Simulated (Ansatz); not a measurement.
# BClFH₃OSi: one molecule under many settings

How do the results and run time of BClFH₃OSi respond when the settings are drawn wide?

Method: the settings change from run to run; program: Ansatz 0.2.0, Gaussian basis.

## (1) The geometry

An earlier PBE0-D4 in a triple-zeta def2 set relaxation fixed the geometry.

SMILES `B[Si](O)(F)Cl`, 8 atoms, charge 0, spin multiplicity 1.

Atoms are counted from 1 here; the program's logs count them from 0.

Bond lengths: B1–Si2 1.994 Å, B1–H6 1.193 Å, B1–H7 1.193 Å, Si2–O3 1.624 Å, Si2–F4 1.594 Å, Si2–Cl5 2.059 Å, O3–H8 0.959 Å. Angles: Si2–B1–H6 120.7°, Si2–B1–H7 120.1°, H6–B1–H7 119.0°, B1–Si2–O3 112.3°, B1–Si2–F4 114.7°, B1–Si2–Cl5 104.2°, O3–Si2–F4 108.7°, O3–Si2–Cl5 111.3°, F4–Si2–Cl5 105.4°, Si2–O3–H8 119.5°.

Coordinates:

```mol
BClFH3OSi
  3D, bonds by distance, orders not assigned

  8  7  0  0  0  0  0  0  0  0999 V2000
   -1.0347    1.0911   -0.1583 B   0  0
    0.3210   -0.3703   -0.1840 Si  0  0
    0.4026   -1.1608    1.2321 O   0  0
    0.1282   -1.4361   -1.3537 F   0  0
    2.0923    0.5900   -0.6073 Cl  0  0
   -1.5961    1.4190   -1.1584 H   0  0
   -1.2342    1.7048    0.8446 H   0  0
    1.0130   -1.8947    1.3293 H   0  0
  1  2  8  0
  2  3  8  0
  2  4  8  0
  2  5  8  0
  1  6  8  0
  1  7  8  0
  3  8  8  0
M  END
```

## (2) PBE0/cc-pVDZ

This run has multiplicity 3, D4 dispersion, high accuracy.

in.yaml

```yaml
crystal:
  periodic: [false, false, false]
  atoms:
    - {symbol: B, position_ang: [-1.034669, 1.091072, -0.158326]}
    - {symbol: Si, position_ang: [0.320954, -0.370326, -0.184036]}
    - {symbol: O, position_ang: [0.402630, -1.160841, 1.232069]}
    - {symbol: F, position_ang: [0.128217, -1.436083, -1.353687]}
    - {symbol: Cl, position_ang: [2.092338, 0.590027, -0.607321]}
    - {symbol: H, position_ang: [-1.596094, 1.418971, -1.158406]}
    - {symbol: H, position_ang: [-1.234221, 1.704779, 0.844636]}
    - {symbol: H, position_ang: [1.013045, -1.894700, 1.329269]}
basis:
  gaussian: {orbitals: cc-pVDZ}
magnetization: {spin_polarized: true, initial_magnetization: 2}
hamiltonian: {xc: {name: PBE0}, dispersion: d4}
accuracy: high
output: {forces: true}
```

Command:

```
$ ansatz run in.yaml --threads 2 --pin off --events-out ev --progress --plain --max-ram 4352MiB
```

Standard output, shortened:

```text
Functional definition: PBE0
  name "PBE0"
  cite "Adamo & Barone, J. Chem. Phys. 110, 6158 (1999) doi:10.1063/1.478522"
  cite "Perdew, Burke & Ernzerhof, Phys. Rev. Lett. 77, 3865 (1996) doi:10.1103/PhysRevLett.77.3865"
  parent pbe
[...]
2093 factors; integrals over basis functions are off by at most 3.6e-9 eV
[...]
mean field -25875.94016602 eV, -950.9232617589 hartree, gradient 8.3e-8 eV, S^2 2.005361; 2 other end points of the search recorded, 0 dependent functions left out
[...]
reference -25875.94016868 eV, -950.9232618569 hartree; 29, 27 occupied and 64, 66 virtual orbitals, 2093 factors
Total energy: -25876.10215591 eV, -950.9292147777 hartree
Atom 0 at    -1.034669     1.091072    -0.158326 Å, force    -1.433911     1.379040    -0.056597 eV/Å
Atom 1 at     0.320954    -0.370326    -0.184036 Å, force     0.508868     0.672021     0.474938 eV/Å
Atom 2 at     0.402630    -1.160841     1.232069 Å, force    -0.304686     0.112215     0.921458 eV/Å
Atom 3 at     0.128217    -1.436083    -1.353687 Å, force    -0.369766    -0.730188    -1.210677 eV/Å
Atom 4 at     2.092338     0.590027    -0.607321 Å, force     0.353887     0.126483    -0.086661 eV/Å
Atom 5 at    -1.596094     1.418971    -1.158406 Å, force     0.354997    -0.792425    -0.971195 eV/Å
Atom 6 at    -1.234221     1.704779     0.844636 Å, force     0.707848    -0.539350     1.007100 eV/Å
Atom 7 at     1.013045    -1.894700     1.329269 Å, force     0.182763    -0.227796    -0.078366 eV/Å
Dipole moment:     0.330395    -0.325531     0.170299 e Å
```

Run time: 13 s. Hardware: 2 threads of Arm Neoverse V2, shared host; peak memory 0.58 GiB.

Largest force 1.990 eV/Å, dipole 2.37 D, ⟨S²⟩ 2.005.

## (3) revPBE/cc-pVTZ

Options: a point charge of 0.50 e beside it.

Edit in.yaml of step 2 so:

```diff
@@ -12,6 +12,4 @@
 basis:
-  gaussian: {orbitals: cc-pVDZ}
-magnetization: {spin_polarized: true, initial_magnetization: 2}
-hamiltonian: {xc: {name: PBE0}, dispersion: d4}
-accuracy: high
+  gaussian: {orbitals: cc-pVTZ, point_charges: [{charge: 0.50, position_ang: [5.693, 0.562, 0.681]}]}
+hamiltonian: {xc: {name: revPBE}}
 output: {forces: true}
```

Same command.

Standard output, shortened:

```text
Functional definition: revPBE
  name "revPBE"
  cite "Zhang & Yang, Phys. Rev. Lett. 80, 890 (1998) doi:10.1103/PhysRevLett.80.890"
  cite "Perdew, Burke & Ernzerhof, Phys. Rev. Lett. 77, 3865 (1996) doi:10.1103/PhysRevLett.77.3865"
[...]
1253 factors; their error is unknown
[...]
mean field -25889.90949758 eV, -951.4366252252 hartree, gradient 1.9e-5 eV, S^2 0.000000; 0 other end points of the search recorded, 0 dependent functions left out
[...]
reference -25889.90954932 eV, -951.4366271265 hartree; 28, 28 occupied and 172, 172 virtual orbitals, 1253 factors
Total energy: -25889.90954932 eV, -951.4366271265 hartree
Atom 0 at    -1.034669     1.091072    -0.158326 Å, force    -0.089957     0.137676     0.011659 eV/Å
Atom 1 at     0.320954    -0.370326    -0.184036 Å, force    -0.702233     0.478828     0.105603 eV/Å
Atom 2 at     0.402630    -1.160841     1.232069 Å, force    -0.136845    -0.067353     0.895346 eV/Å
Atom 3 at     0.128217    -1.436083    -1.353687 Å, force    -0.069948    -0.714929    -0.859100 eV/Å
Atom 4 at     2.092338     0.590027    -0.607321 Å, force     0.914579     0.454213    -0.191505 eV/Å
Atom 5 at    -1.596094     1.418971    -1.158406 Å, force    -0.063835     0.031029    -0.118432 eV/Å
Atom 6 at    -1.234221     1.704779     0.844636 Å, force    -0.034644     0.072835     0.127538 eV/Å
Atom 7 at     1.013045    -1.894700     1.329269 Å, force     0.228614    -0.402205     0.050432 eV/Å
Dipole moment:    -0.231958    -0.128907     0.170854 e Å
```

Wall time 2.9 s (2 threads of Arm Neoverse V2, shared host).

Largest force 1.120 eV/Å, dipole 1.52 D.

## (4) PBE0-DH/cc-pVTZ-DK

Set apart from the defaults: finite nuclei.

Edit in.yaml of step 3 so:

```diff
@@ -12,4 +12,3 @@
 basis:
-  gaussian: {orbitals: cc-pVTZ, point_charges: [{charge: 0.50, position_ang: [5.693, 0.562, 0.681]}]}
-hamiltonian: {xc: {name: revPBE}}
-output: {forces: true}
+  gaussian: {orbitals: cc-pVTZ-DK, nuclear_model: gaussian}
+hamiltonian: {xc: {name: PBE0-DH}}
```

Launched as before.

Standard output, shortened:

```text
Functional definition: PBE0-DH
  name "PBE0-DH"
  cite "Brémond & Adamo, J. Chem. Phys. 135, 024106 (2011) doi:10.1063/1.3604569"
  cite "Perdew, Burke & Ernzerhof, Phys. Rev. Lett. 77, 3865 (1996) doi:10.1103/PhysRevLett.77.3865"
[...]
1187 factors; integrals over basis functions are off by at most 8.4e-4 eV
[...]
mean field -25937.07786837 eV, -953.1700308799 hartree, gradient 3.6e-6 eV, S^2 0.000000; 0 other end points of the search recorded, 0 dependent functions left out
13 core orbitals not correlated: weight in the atoms' cores, before any rotation towards them, 1.000 or more for the frozen orbitals, at most 0.000 for the correlated occupied ones
reference -25937.07788869 eV, -953.1700316264 hartree; 15, 15 occupied and 172, 172 virtual orbitals, 1187 factors
second order -29.26885502 eV of doubles, -0.00000000 eV of singles
Total energy: -25940.73649556 eV, -953.3044829493 hartree
Relativity: scalar
```

It took 6 s on 2 threads of Arm Neoverse V2, shared host.

## (5) rPW86-PBE/cc-pVTZ-DK

Set apart from the defaults: D3(BJ) dispersion, high accuracy.

Edit in.yaml of step 4 so:

```diff
@@ -12,3 +12,4 @@
 basis:
-  gaussian: {orbitals: cc-pVTZ-DK, nuclear_model: gaussian}
-hamiltonian: {xc: {name: PBE0-DH}}
+  gaussian: {orbitals: cc-pVTZ-DK}
+hamiltonian: {xc: {name: rPW86-PBE}, dispersion: d3bj}
+accuracy: high
```

Launched as before.

Standard output:

```text
Functional definition: rPW86-PBE
  name "rPW86-PBE"
  cite "Murray, Lee & Langreth, J. Chem. Theory Comput. 5, 2754 (2009) doi:10.1021/ct900365q"
  cite "Perdew, Burke & Ernzerhof, Phys. Rev. Lett. 77, 3865 (1996) doi:10.1103/PhysRevLett.77.3865"
  parent pbe
  exchange = rpw86_x
  correlation = pbe_c
3417 factors; integrals over basis functions are off by at most 3.8e-9 eV
mean field evaluation 1: about -25974.6508 eV, gradient 7.5e1 eV
mean field evaluation 2: about -25931.0363 eV, gradient 1.6e2 eV
mean field evaluation 4: about -25983.4785 eV, gradient 1.3e1 eV
mean field evaluation 8: about -25983.7193 eV, gradient 3.1e-1 eV
mean field evaluation 16: about -25983.7195 eV, gradient 8.3e-5 eV
mean field -25983.71953558 eV, -954.8840805348 hartree, gradient 5.4e-8 eV, S^2 0.000000; 0 other end points of the search recorded, 0 dependent functions left out
reference -25983.71954922 eV, -954.8840810360 hartree; 28, 28 occupied and 172, 172 virtual orbitals, 3417 factors
Total energy: -25983.89555514 eV, -954.8905491344 hartree
Relativity: scalar
```

Wall time 20 s (2 threads of Arm Neoverse V2, shared host); peak memory 1 GiB.

## (6) wB97/def2-TZVPD

Options: high accuracy.

Edit in.yaml of step 5 so:

```diff
@@ -12,4 +12,5 @@
 basis:
-  gaussian: {orbitals: cc-pVTZ-DK}
-hamiltonian: {xc: {name: rPW86-PBE}, dispersion: d3bj}
+  gaussian: {orbitals: def2-TZVPD}
+hamiltonian: {xc: {name: wB97}}
 accuracy: high
+output: {forces: true}
```

The command is unchanged.

Standard output, shortened:

```text
Functional definition: wB97
  name "wB97"
  cite "Chai & Head-Gordon, J. Chem. Phys. 128, 084106 (2008) doi:10.1063/1.2834918"
  cite "Becke, J. Chem. Phys. 107, 8554 (1997) doi:10.1063/1.475007"
[...]
  # The coefficients of nought are those of the uniform gas.
[...]
      + integral(e_c_pw_opposite_spin*poly(b97_u_opposite, 1, cos1, cos2, cos3, cos4))
3723 factors; integrals over basis functions are off by at most 3.9e-9 eV
939 factors; integrals over basis functions are off by at most 1.9e-9 eV
[...]
mean field -25895.10023726 eV, -951.6273813900 hartree, gradient 6.5e-8 eV, S^2 0.000000; 0 other end points of the search recorded, 0 dependent functions left out
[...]
reference -25895.10023545 eV, -951.6273813235 hartree; 28, 28 occupied and 205, 205 virtual orbitals, 3723 factors
Total energy: -25895.10023545 eV, -951.6273813235 hartree
Atom 0 at    -1.034669     1.091072    -0.158326 Å, force    -0.051312     0.014996    -0.010512 eV/Å
Atom 1 at     0.320954    -0.370326    -0.184036 Å, force     0.131676     0.368919     0.032887 eV/Å
Atom 2 at     0.402630    -1.160841     1.232069 Å, force     0.035980    -0.091915     0.117896 eV/Å
Atom 3 at     0.128217    -1.436083    -1.353687 Å, force    -0.036067    -0.201321    -0.227344 eV/Å
Atom 4 at     2.092338     0.590027    -0.607321 Å, force    -0.063440    -0.079844     0.024832 eV/Å
Atom 5 at    -1.596094     1.418971    -1.158406 Å, force    -0.024287     0.011366    -0.031724 eV/Å
Atom 6 at    -1.234221     1.704779     0.844636 Å, force    -0.008113     0.018827     0.035594 eV/Å
Atom 7 at     1.013045    -1.894700     1.329269 Å, force     0.015564    -0.041028     0.058370 eV/Å
Dipole moment:    -0.099486    -0.077459     0.179935 e Å
```

It took 50 s on 2 threads of Arm Neoverse V2, shared host; peak memory 1.9 GiB.

Largest force 0.393 eV/Å, dipole 1.06 D.

## (7) HSE06/6-31G*

This run has charge -1, multiplicity 2, restricted open-shell orbitals, a grid of angular degree 11, high accuracy.

Edit in.yaml of step 6 so:

```diff
@@ -12,4 +12,6 @@
 basis:
-  gaussian: {orbitals: def2-TZVPD}
-hamiltonian: {xc: {name: wB97}}
+  gaussian: {orbitals: "6-31G*", final_grid: {core_spheres: 5, valence_spheres: 4, degree: 11}}
+total_charge: -1
+magnetization: {spin_polarized: false, initial_magnetization: 1}
+hamiltonian: {xc: {name: HSE06}}
 accuracy: high
```

Launched as before.

Standard output, shortened:

```text
Functional definition: HSE06
  name "HSE06"
  cite "Heyd, Scuseria & Ernzerhof, J. Chem. Phys. 118, 8207 (2003) doi:10.1063/1.1564060"
  cite "Krukau, Vydrov, Izmaylov & Scuseria, J. Chem. Phys. 125, 224106 (2006) doi:10.1063/1.2404663"
  cite "Heyd & Scuseria, J. Chem. Phys. 120, 7274 (2004) doi:10.1063/1.1668634"
  cite "Ernzerhof & Perdew, J. Chem. Phys. 109, 3313 (1998) doi:10.1063/1.476928"
  cite "Perdew, Burke & Ernzerhof, Phys. Rev. Lett. 77, 3865 (1996) doi:10.1103/PhysRevLett.77.3865"
  parent pbe
[...]
  # The whole range is PBE's own exchange, as in plane waves. The composition of these papers is wPBEh.
[...]
1895 factors; integrals over basis functions are off by at most 3.8e-9 eV
103 factors; integrals over basis functions are off by at most 1.8e-9 eV
[...]
mean field -25878.32383989 eV, -951.0108601580 hartree, gradient 5.1e-8 eV, S^2 0.750000; 0 other end points of the search recorded, 0 dependent functions left out
[...]
reference -25878.32384244 eV, -951.0108602518 hartree; 29, 28 occupied and 60, 61 virtual orbitals, 1895 factors
Total energy: -25878.32384244 eV, -951.0108602518 hartree
Atom 0 at    -1.034669     1.091072    -0.158326 Å, force     0.419971    -1.186034     0.069974 eV/Å
Atom 1 at     0.320954    -0.370326    -0.184036 Å, force    -3.399575     3.360739     0.007236 eV/Å
Atom 2 at     0.402630    -1.160841     1.232069 Å, force     0.394011    -0.989822     1.173267 eV/Å
Atom 3 at     0.128217    -1.436083    -1.353687 Å, force     0.418443    -1.201319    -0.946327 eV/Å
Atom 4 at     2.092338     0.590027    -0.607321 Å, force     1.973832    -0.085372    -0.306826 eV/Å
Atom 5 at    -1.596094     1.418971    -1.158406 Å, force    -0.134174     0.066069    -0.431980 eV/Å
Atom 6 at    -1.234221     1.704779     0.844636 Å, force    -0.011052     0.236974     0.397499 eV/Å
Atom 7 at     1.013045    -1.894700     1.329269 Å, force     0.338542    -0.201235     0.037158 eV/Å
Dipole moment:     1.028544    -1.002771     0.083400 e Å
```

It took 3.8 s on 2 threads of Arm Neoverse V2, shared host; peak memory 0.51 GiB.

Largest force 4.780 eV/Å.

## (8) PBE/aug-pcseg-2

This run has atoms shaken by 0.08 Å, D4 dispersion, high accuracy, the search for lower states set to off.

in.yaml

```yaml
crystal:
  periodic: [false, false, false]
  atoms:
    - {symbol: B, position_ang: [-0.977637, 0.966582, -0.093993]}
    - {symbol: Si, position_ang: [0.281973, -0.299563, -0.204024]}
    - {symbol: O, position_ang: [0.538918, -1.179223, 1.220921]}
    - {symbol: F, position_ang: [0.128914, -1.430232, -1.289329]}
    - {symbol: Cl, position_ang: [2.129811, 0.495220, -0.555409]}
    - {symbol: H, position_ang: [-1.444567, 1.441657, -1.103198]}
    - {symbol: H, position_ang: [-1.259611, 1.707495, 0.817144]}
    - {symbol: H, position_ang: [1.007234, -1.853916, 1.333919]}
basis:
  gaussian: {orbitals: aug-pcseg-2}
hamiltonian: {xc: {name: PBE}, dispersion: d4}
accuracy: high
scf: {lower_state_search: off}
output: {forces: true}
```

Same command.

Standard output, shortened:

```text
Functional definition: PBE
  name "PBE"
  cite "Perdew, Burke & Ernzerhof, Phys. Rev. Lett. 77, 3865 (1996) doi:10.1103/PhysRevLett.77.3865"
  parent pbe
[...]
4750 factors; integrals over basis functions are off by at most 3.9e-9 eV
[...]
mean field -25879.99825491 eV, -951.0723937751 hartree, gradient 1.6e-8 eV, S^2 0.000000; 0 other end points of the search recorded, 0 dependent functions left out
[...]
reference -25879.99826132 eV, -951.0723940105 hartree; 28, 28 occupied and 279, 279 virtual orbitals, 4750 factors
Total energy: -25880.19248685 eV, -951.0795316674 hartree
Atom 0 at    -0.977637     0.966582    -0.093993 Å, force    -2.839616     4.170057    -0.132329 eV/Å
Atom 1 at     0.281973    -0.299563    -0.204024 Å, force     3.766756    -4.380193     2.494610 eV/Å
Atom 2 at     0.538918    -1.179223     1.220921 Å, force    -7.245198    10.175747    -2.015972 eV/Å
Atom 3 at     0.128914    -1.430232    -1.289329 Å, force    -0.520336    -0.677117    -1.298458 eV/Å
Atom 4 at     2.129811     0.495220    -0.555409 Å, force     0.300259     0.800675    -0.380942 eV/Å
Atom 5 at    -1.444567     1.441657    -1.103198 Å, force    -0.008248    -0.398247    -0.033488 eV/Å
Atom 6 at    -1.259611     1.707495     0.817144 Å, force     0.126514    -0.556486     0.158675 eV/Å
Atom 7 at     1.007234    -1.853916     1.333919 Å, force     6.419870    -9.134436     1.207904 eV/Å
Dipole moment:    -0.184417     0.049330     0.058881 e Å
Checks for a lower state left out: stability, starts, cluster_reference, orbital_swaps, neighbouring_geometries, increment
```

Run time: 39 s. Hardware: 2 threads of Arm Neoverse V2, shared host; peak memory 2.1 GiB.

Largest force 12.653 eV/Å, dipole 0.96 D.

## (9) revPBE/def2-mTZVPP

Options: density fitting with def2-universal-jkfit.

in.yaml

```yaml
crystal:
  periodic: [false, false, false]
  atoms:
    - {symbol: B, position_ang: [-1.034669, 1.091072, -0.158326]}
    - {symbol: Si, position_ang: [0.320954, -0.370326, -0.184036]}
    - {symbol: O, position_ang: [0.402630, -1.160841, 1.232069]}
    - {symbol: F, position_ang: [0.128217, -1.436083, -1.353687]}
    - {symbol: Cl, position_ang: [2.092338, 0.590027, -0.607321]}
    - {symbol: H, position_ang: [-1.596094, 1.418971, -1.158406]}
    - {symbol: H, position_ang: [-1.234221, 1.704779, 0.844636]}
    - {symbol: H, position_ang: [1.013045, -1.894700, 1.329269]}
basis:
  gaussian: {orbitals: def2-mTZVPP, fitting: {mean_field: def2-universal-jkfit}}
hamiltonian: {xc: {name: revPBE}}
```

The command is unchanged.

Standard output:

```text
Functional definition: revPBE
  name "revPBE"
  cite "Zhang & Yang, Phys. Rev. Lett. 80, 890 (1998) doi:10.1103/PhysRevLett.80.890"
  cite "Perdew, Burke & Ernzerhof, Phys. Rev. Lett. 77, 3865 (1996) doi:10.1103/PhysRevLett.77.3865"
  parameter kappa = 1.245
  parameter beta = 0.06672455060314922
  exchange = pbe_x(kappa = kappa, mu = beta*pi^2/3)
  correlation = pbe_c(beta = beta)
539 factors; integrals over basis functions are off by at most 1.6e0 eV
mean field evaluation 1: about -25881.8959 eV, gradient 6.8e1 eV
mean field evaluation 2: about -25846.1667 eV, gradient 1.5e2 eV
mean field evaluation 4: about -25889.3720 eV, gradient 1.1e1 eV
mean field evaluation 8: about -25889.5553 eV, gradient 2.2e-1 eV
mean field evaluation 16: about -25889.5554 eV, gradient 5.9e-5 eV
mean field -25889.55542249 eV, -951.4236132056 hartree, gradient 5.9e-5 eV, S^2 0.000000; 0 other end points of the search recorded, 0 dependent functions left out
reference -25889.55547630 eV, -951.4236151830 hartree; 28, 28 occupied and 108, 108 virtual orbitals, 539 factors
Total energy: -25889.55547630 eV, -951.4236151830 hartree
```

Wall time 1.2 s (2 threads of Arm Neoverse V2, shared host).

## (10) MP2/6-31G

This run has correlated electrons set to outside_noble_gas.

Edit in.yaml of step 9 so:

```diff
@@ -12,3 +12,5 @@
 basis:
-  gaussian: {orbitals: def2-mTZVPP, fitting: {mean_field: def2-universal-jkfit}}
-hamiltonian: {xc: {name: revPBE}}
+  gaussian: {orbitals: 6-31G}
+hamiltonian: {xc: {name: HF}}
+correlation: {method: mp2, electrons: outside_noble_gas}
+output: {forces: true}
```

The command is unchanged.

Standard output, shortened:

```text
Functional definition: HF
  name "HF"
  cite "Fock, Z. Phys. 61, 126 (1930) doi:10.1007/BF01340294"
  parent pbe
[...]
652 factors; integrals over basis functions are off by at most 2.4e-4 eV
[...]
mean field -25826.44676139 eV, -949.1044126868 hartree, gradient 1.1e-6 eV, S^2 0.000000; 0 other end points of the search recorded, 0 dependent functions left out
13 core orbitals not correlated: weight in the atoms' cores, before any rotation towards them, 1.000 or more for the frozen orbitals, at most 0.000 for the correlated occupied ones
reference -25826.44676139 eV, -949.1044126868 hartree; 15, 15 occupied and 31, 31 virtual orbitals, 652 factors
second order -10.37726989 eV of doubles, -0.00000000 eV of singles
[...]
Total energy: -25836.82403128 eV, -949.4857703212 hartree
Atom 0 at    -1.034669     1.091072    -0.158326 Å, force    -0.477218     0.348616     0.032064 eV/Å
Atom 1 at     0.320954    -0.370326    -0.184036 Å, force    -2.020693     3.350782     0.686868 eV/Å
Atom 2 at     0.402630    -1.160841     1.232069 Å, force     0.128218    -1.270952     2.089068 eV/Å
Atom 3 at     0.128217    -1.436083    -1.353687 Å, force    -0.494190    -2.805807    -2.990655 eV/Å
Atom 4 at     2.092338     0.590027    -0.607321 Å, force     2.458250     1.223573    -0.584422 eV/Å
Atom 5 at    -1.596094     1.418971    -1.158406 Å, force     0.014680    -0.032955    -0.039149 eV/Å
Atom 6 at    -1.234221     1.704779     0.844636 Å, force     0.053201    -0.034879     0.019149 eV/Å
Atom 7 at     1.013045    -1.894700     1.329269 Å, force     0.337752    -0.778378     0.787077 eV/Å
Dipole moment:    -0.223602    -0.062828     0.215437 e Å
```

Wall time 0.7 s (2 threads of Arm Neoverse V2, shared host).

Largest force 4.130 eV/Å, dipole 1.52 D.

## (11) The runs in one table

```
               level  charge  multiplicity               geometry  functions  energy (eV)   time
        PBE0/cc-pVDZ       0             3                relaxed         93   -25876.102   13 s
      revPBE/cc-pVTZ       0             1  relaxed, point charge        200   -25889.910  2.9 s
  PBE0-DH/cc-pVTZ-DK       0             1                relaxed        200   -25940.736    6 s
rPW86-PBE/cc-pVTZ-DK       0             1                relaxed        200   -25983.896   20 s
     wB97/def2-TZVPD       0             1                relaxed        233   -25895.100   50 s
        HSE06/6-31G*      -1             2                relaxed         89   -25878.324  3.8 s
     PBE/aug-pcseg-2       0             1                 shaken        307   -25880.192   39 s
  revPBE/def2-mTZVPP       0             1                relaxed        136   -25889.555  1.2 s
           MP2/6-31G       0             1                relaxed         59   -25836.824  0.7 s
```

## (12) Summary of results

| quantity | value |
| --- | --- |
| runs | 9 |
| quickest | MP2/6-31G, 0.7 s |
| slowest | wB97/def2-TZVPD, 50 s |
| spread of total energies, same state and geometry | 147.1 eV |
| dipole, same state and geometry | 1.06 to 1.52 D |

wB97/def2-TZVPD took 71 times as long as MP2/6-31G. The jobs differ in tasks and options as well as level. Total energies at one charge and spin differ by 147 eV between levels, so only differences within one level mean anything. Some of these runs are scalar-relativistic and others not, which shifts the totals of all-electron atoms past neon by eV; core potentials, where a basis has them, take the core out of the total altogether. At the PBE0-D4/def2-TZVP geometry and in the same state, runs without warnings or point charges leave forces up to 4.13 eV/Å (MP2/6-31G), against 12.7 eV/Å where the atoms were moved.
